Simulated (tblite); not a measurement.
# C4H10BN2O: the cost of one run

The runs use tblite 0.8.0 and PySCF 2.14.0, with density-fitted response routines of our own; the level of theory stands in each step. All values are computed, except where a source is named. Atoms count from 0, in the outputs and in this text.

### Step 1. Starting geometry

18 atoms, charge 0, multiplicity 2; geometry from: force field or distance geometry start.

Bonds of the start (Å): C0–C1 1.54, C1–O2 1.38, O2–B3 1.47, B3–N4 1.52, N4–C5 1.46, C5–C6 1.54, C6–N7 1.46, N7–B3 1.50, C0–H8 1.11, C0–H9 1.11, C0–H10 1.11, C1–H11 1.10, N4–H12 1.05, C5–H13 1.11, C5–H14 1.11, C6–H15 1.13, C6–H16 1.11, N7–H17 1.05.

### Step 2. Optimising the geometry with GFN2-xTB

The job: settings as JSON, then the geometry in Å.

```
{"job": {"kind": "relax", "xc": "GFN2-xTB", "basis": "xTB"}, "charge": 0, "multiplicity": 2}
C      3.172200    -0.248500     0.056600
C      1.951600     0.680500     0.117300
O      1.153100     0.483300    -0.991000
B     -0.190900     0.217500    -0.468300
N     -0.681700    -1.195300    -0.202700
C     -2.100200    -0.962600     0.071000
C     -2.317300     0.543300     0.336500
N     -1.202800     1.302500    -0.230300
H      2.832000    -1.306500     0.031800
H      3.793600    -0.093900     0.959700
H      3.757600    -0.026900    -0.854400
H      2.289200     1.731300     0.170200
H     -0.215700    -1.518700     0.675600
H     -2.686900    -1.272100    -0.815600
H     -2.435300    -1.560700     0.945600
H     -2.344600     0.721800     1.449800
H     -3.290100     0.877800    -0.081100
H     -1.492600     1.633300    -1.182300
```

On the command line:

```bash
> OMP_NUM_THREADS=1 python probes_run.py task.json out
```

One launch serves the whole session: the jobs run in the order shown.

Q: Estimate the wall time and peak memory of this first job on 1 thread of Arm Neoverse N1, shared host.

About 1.8 s, with a peak of 0.18 GiB.
